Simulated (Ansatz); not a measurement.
# CH₅SbSi: up Jacob's ladder to CCSD(T)

One table from this session's results is given with a row withheld; the runs are named, their logs left out.

Computed with Ansatz 0.2.0, Gaussian basis. Level: functionals in def2-TZVPP, the program's frozen cores in correlated methods.

The runs, in order: LDA (SPW92), PBE-D4, revPBE-D4, BLYP-D4, r2SCAN-D4, B97M-V, PBE0-D4, B3LYP-D4, r2SCANh-D4, r2SCAN0-D4, HSE06-D4, BHLYP-D4, CAM-B3LYP-D4, LC-ωPBE, ωB97X-V, ωB97M-V, B2PLYP, PBE-QIDH; CCSD(T)/def2-SVP; CCSD(T)/def2-TZVPP; MP2/def2-QZVPP; extrapolation to the limit; RPA on PBE.

**Structure used throughout**

The geometry comes from an earlier relaxation with PBE0-D4 in a triple-zeta def2 set; it is a stationary point, not always the lowest conformer. Sb takes the def2 core potential; no spin-orbit term is included.

SMILES `[CH2]1[SiH2][SbH]1`, 8 atoms, charge 0, spin multiplicity 1.

Atoms are counted from 1 here; the program's logs count them from 0.

Bond lengths: C1–Si2 1.842 Å, C1–Sb3 2.251 Å, C1–H4 1.086 Å, C1–H5 1.085 Å, Si2–Sb3 2.514 Å, Si2–H6 1.479 Å, Si2–H7 1.481 Å, Sb3–H8 1.712 Å. Angles: Si2–C1–Sb3 75.0°, Si2–C1–H4 118.4°, Si2–C1–H5 120.6°, Sb3–C1–H4 110.5°, Sb3–C1–H5 113.0°, H4–C1–H5 112.8°, C1–Si2–Sb3 59.9°, C1–Si2–H6 117.7°, C1–Si2–H7 116.7°, Sb3–Si2–H6 119.9°, Sb3–Si2–H7 118.9°, H6–Si2–H7 113.5°, C1–Sb3–Si2 45.1°, C1–Sb3–H8 90.8°, Si2–Sb3–H8 88.5°.

The first run:

Input file in.yaml:

```yaml
crystal:
  periodic: [false, false, false]
  atoms:
    - {symbol: C, position_ang: [-0.654890, -0.103563, -0.715063]}
    - {symbol: Si, position_ang: [0.683741, 0.766318, 0.203950]}
    - {symbol: Sb, position_ang: [0.616043, -1.746000, 0.153142]}
    - {symbol: H, position_ang: [-0.610515, -0.120965, -1.800227]}
    - {symbol: H, position_ang: [-1.671151, -0.109153, -0.335933]}
    - {symbol: H, position_ang: [0.312903, 1.489849, 1.439950]}
    - {symbol: H, position_ang: [1.698891, 1.472302, -0.611093]}
    - {symbol: H, position_ang: [-0.282822, -1.705788, 1.609574]}
basis:
  gaussian: {orbitals: def2-TZVPP}
hamiltonian: {xc: lda}
output: {orbitals: {seedname: orbitals}}
```

Launch:

```sh
$ ansatz run in.yaml --threads 2 --pin off --events-out ev --progress --plain --max-ram 4352MiB
```

Steps of the session up to this table: LDA; PBE-D4 (GGA); revPBE-D4 (GGA); BLYP-D4 (GGA); r2SCAN-D4 (meta-GGA); B97M-V (meta-GGA); PBE0-D4 (hybrid); B3LYP-D4 (hybrid); r2SCANh-D4 (hybrid); r2SCAN0-D4 (hybrid); HSE06-D4 (hybrid); BHLYP-D4 (hybrid); CAM-B3LYP-D4 (range-separated); LC-ωPBE (range-separated); ωB97X-V (range-separated); ωB97M-V (range-separated); B2PLYP (double hybrid); PBE-QIDH (double hybrid).

One of the session's tables, all rows but one given; the rest of the session is left out.

It belongs to the step «Orbital energies across the functionals». 

| functional | HOMO (eV) | gap (eV) |
| --- | --- | --- |
| LDA (SPW92) | -5.79 | 4.11 |
| PBE-D4 | ? | ? |
| revPBE-D4 | -5.59 | 4.15 |
| BLYP-D4 | -5.47 | 4.06 |
| r2SCAN-D4 | -5.85 | 4.53 |
| B97M-V | -5.82 | 4.41 |
| PBE0-D4 | -6.56 | 5.78 |
| B3LYP-D4 | -6.36 | 5.38 |
| r2SCANh-D4 | -6.19 | 5.13 |
| r2SCAN0-D4 | -6.69 | 6.03 |
| HSE06-D4 | -6.18 | 5.03 |
| BHLYP-D4 | -7.31 | 7.33 |
| CAM-B3LYP-D4 | -7.68 | 7.83 |
| LC-ωPBE | -8.90 | 10.05 |
| ωB97X-V | -8.61 | 9.69 |
| ωB97M-V | -8.47 | 9.34 |

Q: Estimate the row for PBE-D4 from the others.

The run gave: HOMO (eV): -5.64; gap (eV): 4.13. In the column «HOMO (eV)» it lies between LDA (SPW92) (-5.79) and revPBE-D4 (-5.59).
